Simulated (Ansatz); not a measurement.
# C₂H₅AlOS: a ladder of functionals and wavefunction methods

The task here is to estimate one member of a computed series from the others.

Method: functionals in def2-TZVPP, the program's frozen cores in correlated methods; program: Ansatz 0.2.0, Gaussian basis.

The runs, in order: LDA (SPW92), PBE-D4, revPBE-D4, BLYP-D4, r2SCAN-D4, B97M-V, PBE0-D4, B3LYP-D4, r2SCANh-D4, r2SCAN0-D4, HSE06-D4, BHLYP-D4, CAM-B3LYP-D4, LC-ωPBE, ωB97X-V, ωB97M-V, B2PLYP, PBE-QIDH; CCSD(T)/def2-SVP; CCSD(T)/def2-TZVPP; MP2/def2-QZVPP; extrapolation to the limit; RPA on PBE.

**The geometry**

An earlier PBE0-D4 in a triple-zeta def2 set relaxation fixed the geometry.

SMILES `C=[C](S)[AlH][OH]`, 10 atoms, charge 0, spin multiplicity 1.

Atoms are counted from 1 here; the program's logs count them from 0.

Bond lengths: C1–C2 1.338 Å, C1–H6 1.085 Å, C1–H7 1.088 Å, C2–S3 1.760 Å, C2–Al4 1.936 Å, S3–H8 1.344 Å, Al4–O5 1.693 Å, Al4–H9 1.585 Å, O5–H10 0.955 Å. Angles: C2–C1–H6 120.1°, C2–C1–H7 123.4°, H6–C1–H7 116.5°, C1–C2–S3 120.3°, C1–C2–Al4 120.7°, S3–C2–Al4 119.1°, C2–S3–H8 97.6°, C2–Al4–O5 116.5°, C2–Al4–H9 121.2°, O5–Al4–H9 122.3°, Al4–O5–H10 124.5°.

The first run:

The input, in.yaml:

```yaml
crystal:
  periodic: [false, false, false]
  atoms:
    - {symbol: C, position_ang: [0.308933, 1.001175, 1.365234]}
    - {symbol: C, position_ang: [-0.294454, -0.025396, 0.755360]}
    - {symbol: S, position_ang: [-1.442835, -1.028119, 1.634091]}
    - {symbol: Al, position_ang: [0.079967, -0.430063, -1.100377]}
    - {symbol: O, position_ang: [1.194948, 0.575885, -1.881266]}
    - {symbol: H, position_ang: [1.016627, 1.617756, 0.820931]}
    - {symbol: H, position_ang: [0.131761, 1.268316, 2.405296]}
    - {symbol: H, position_ang: [-1.747677, -1.869894, 0.632337]}
    - {symbol: H, position_ang: [-0.627677, -1.642101, -1.835919]}
    - {symbol: H, position_ang: [1.463607, 0.481343, -2.792787]}
basis:
  gaussian: {orbitals: def2-TZVPP}
hamiltonian: {xc: lda}
output: {orbitals: {seedname: orbitals}}
```

The run is started by

```sh
$ ansatz run in.yaml --threads 4 --pin off --events-out ev --progress --plain --max-ram 10444MiB
```

Steps of the session up to this table: LDA; PBE-D4 (GGA); revPBE-D4 (GGA); BLYP-D4 (GGA); r2SCAN-D4 (meta-GGA); B97M-V (meta-GGA); PBE0-D4 (hybrid); B3LYP-D4 (hybrid); r2SCANh-D4 (hybrid); r2SCAN0-D4 (hybrid); HSE06-D4 (hybrid); BHLYP-D4 (hybrid); CAM-B3LYP-D4 (range-separated); LC-ωPBE (range-separated); ωB97X-V (range-separated); ωB97M-V (range-separated); B2PLYP (double hybrid); PBE-QIDH (double hybrid).

One of the session's tables, all rows but one given; the rest of the session is left out.

It belongs to the step «Frontier levels by functional». 

| functional | HOMO (eV) | gap (eV) |
| --- | --- | --- |
| LDA (SPW92) | -5.56 | 3.26 |
| PBE-D4 | -5.41 | 3.34 |
| revPBE-D4 | ? | ? |
| BLYP-D4 | -5.23 | 3.30 |
| r2SCAN-D4 | -5.60 | 3.74 |
| B97M-V | -5.64 | 3.71 |
| PBE0-D4 | -6.46 | 5.20 |
| B3LYP-D4 | -6.24 | 4.77 |
| r2SCANh-D4 | -6.00 | 4.42 |
| r2SCAN0-D4 | -6.59 | 5.44 |
| HSE06-D4 | -6.07 | 4.43 |
| BHLYP-D4 | -7.36 | 6.93 |
| CAM-B3LYP-D4 | -7.71 | 7.42 |
| LC-ωPBE | -9.05 | 9.85 |
| ωB97X-V | -8.69 | 9.39 |
| ωB97M-V | -8.57 | 9.05 |

Estimate the missing values for revPBE-D4.

As computed: HOMO (eV): -5.35; gap (eV): 3.39. In the column «HOMO (eV)» it lies between PBE-D4 (-5.41) and BLYP-D4 (-5.23).
